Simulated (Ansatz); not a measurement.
**GaPHF (triplet): relaxing a cheap start**

Aim: relax a generated start of GaPHF (triplet) and see which bonds hold.

Method: UKS PBE0/def2-TZVP; program: Ansatz 0.2.0, Gaussian basis.

## Step 1: Starting geometry

4 atoms, charge 0, spin multiplicity 3.

Atoms are counted from 1 here; the program's logs count them from 0.

Bond lengths: P2–Ga3 2.506 Å, P2–H4 1.433 Å. Angles: Ga3–P2–H4 79.0°.

As a file:

```
F    -2.9979    0.1629    0.0004
P    -1.1425   -0.2821   -0.0022
Ga    1.3398    0.0643    0.0008
H    -1.0657    1.1492    0.0076
```

The start was built by rule and, where that kept it together, relaxed with GFN2-xTB. Sticks and bond lists go by distance. No spin-orbit coupling is included. 

## Step 2: Relaxation

in.yaml

```yaml
crystal:
  periodic: [false, false, false]
  atoms:
    - {symbol: F, position_ang: [-2.997879, 0.162925, 0.000381]}
    - {symbol: P, position_ang: [-1.142549, -0.282116, -0.002206]}
    - {symbol: Ga, position_ang: [1.339846, 0.064319, 0.000766]}
    - {symbol: H, position_ang: [-1.065686, 1.149237, 0.007589]}
basis:
  gaussian: {orbitals: def2-TZVP}
magnetization: {spin_polarized: true, initial_magnetization: 2}
hamiltonian: {xc: pbe0}
relax: {f_tol: 0.004, max_steps: 80}
```

Started as:

```bash
$ ansatz run in.yaml --threads 1 --pin off --events-out ev --progress --plain --max-ram 2176MiB
```

What does the calculation give? Wanted: energy gained; shift from the start; total energy; dipole moment; ⟨S²⟩.

As calculated:

| quantity | value |
| --- | --- |
| steps | 23 |
| energy gained | 0.739 eV |
| shift from the start (rms) | 0.655 Å |
| total energy | -64387.2536 eV |
| dipole moment | 1.47 D |
| ⟨S²⟩ | 2.010 |

By distance, F1–P2 formed. F1–P2 went from 1.908 to 1.622 Å. No vibrations were run, so this is a stationary point, not a proven minimum, and this spin need not be the ground state's.
